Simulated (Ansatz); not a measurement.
**HfSi (quintet): relaxing a cheap start**

Aim: relax a generated start of HfSi (quintet) and see which bonds hold.

Method: UKS PBE0/def2-TZVP; program: Ansatz 0.2.0, Gaussian basis.

### 1 Starting geometry

2 atoms, charge 0, spin multiplicity 5.

Atoms are counted from 1 here; the program's logs count them from 0.

Bond lengths: Hf1–Si2 2.560 Å.

The start is set by covalent radii. Sticks and bond lists go by distance. No spin-orbit coupling is included. Elements past krypton take def2 core potentials.

### 2 Relaxation

in.yaml

```yaml
crystal:
  periodic: [false, false, false]
  atoms:
    - {symbol: Hf, position_ang: [0.000000, 0.000000, 0.000000]}
    - {symbol: Si, position_ang: [0.000000, 0.000000, 2.560000]}
basis:
  gaussian: {orbitals: def2-TZVP}
magnetization: {spin_polarized: true, initial_magnetization: 4}
hamiltonian: {xc: pbe0}
relax: {f_tol: 0.004, max_steps: 80}
```

Launch:

```console
ansatz run in.yaml --threads 1 --pin off --events-out ev --progress --plain --max-ram 2176MiB
```

Q: Predict the outcome of this session. Wanted: energy gained; shift from the start; total energy; dipole moment; ⟨S²⟩.

The runs gave:

| quantity | value |
| --- | --- |
| steps | 3 |
| energy gained | 0.001 eV |
| shift from the start (rms) | 0.006 Å |
| total energy | -9175.4516 eV |
| dipole moment | 3.13 D |
| ⟨S²⟩ | 6.047 |

In words: The bonds of the start are those of the end. Hf1–Si2 went from 2.560 to 2.547 Å. No vibrations were run, so this is a stationary point, not a proven minimum, and this spin need not be the ground state's.
